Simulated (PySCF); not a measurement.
# C4H12Ge4S6 ((MeGe)4S6 adamantane): the cost of one run

The runs use PySCF 2.14.0, with density-fitted response routines of our own; the level of theory stands in each step. All values are computed, except where a source is named. Atoms are numbered from 0 throughout.

**1. The starting structure**

26 atoms, charge 0, multiplicity 1; geometry from: GFN2-xTB. The atoms were then displaced at random by about 0.03 Å, so the start is not that level's minimum.

Bonds of the start (Å): Ge0–C1 1.89, Ge0–S2 2.29, Ge0–S8 2.28, Ge0–S12 2.35, C1–H14 1.09, C1–H15 1.05, C1–H16 1.12, S2–Ge3 2.16, Ge3–C4 2.00, Ge3–S5 2.23, Ge3–S13 2.36, C4–H17 1.11, C4–H18 1.08, C4–H19 1.10, S5–Ge6 2.27, Ge6–C7 2.02, Ge6–S8 2.23, Ge6–S9 2.27, C7–H20 1.15, C7–H21 1.11, C7–H22 1.05, S9–Ge10 2.27, Ge10–C11 1.95, Ge10–S12 2.19, Ge10–S13 2.27, C11–H23 1.12, C11–H24 1.11, C11–H25 1.06.

**2. Geometry optimisation at PBE0-D3(BJ)/def2-SVP**

Job settings and geometry (Å):

```
{"job": {"xc": "PBE0", "basis": "def2-SVP", "d3": "d3bj", "grid": 1, "maxiter": 40, "shake": 0.03, "kind": "geom"}, "charge": 0, "multiplicity": 1}
Ge     1.600760    -1.617030     0.305120
C      2.916780    -2.944710     0.551550
S      0.769660    -0.910300     2.316370
Ge    -0.642070     0.681230     1.945730
C     -1.416890     1.266230     3.693450
S      0.116480     2.493360     0.900990
Ge     0.892820     1.697310    -1.083180
C      1.694340     3.259400    -2.080440
S      2.499430     0.184930    -0.771260
S     -0.842050     0.892160    -2.312070
Ge    -1.692220    -0.850830    -1.137100
C     -3.154560    -1.593460    -2.197380
S     -0.214900    -2.452480    -0.936060
S     -2.557420    -0.162570     0.845830
H      3.328300    -3.258210    -0.403190
H      2.494830    -3.754580     1.067860
H      3.734850    -2.497350     1.173260
H     -0.625050     1.770170     4.293130
H     -2.215310     1.982170     3.589740
H     -1.857830     0.455870     4.300460
H      0.818390     3.963140    -2.325970
H      2.124450     2.832210    -3.014930
H      2.425660     3.753150    -1.513390
H     -3.985350    -0.853580    -2.301640
H     -2.779610    -1.880170    -3.205820
H     -3.574890    -2.450120    -1.731100
```

The run is started by

```
$ OMP_NUM_THREADS=2 python probes_run.py task.json out
```

The driver reads the jobs from task.json and runs them one after another.

Q: Estimate the wall time and peak memory of this first job on 2 threads of INTEL XEON PLATINUM 8581C at 2.10GHz, shared host.

About 11 min, with a peak of 4.8 GiB.
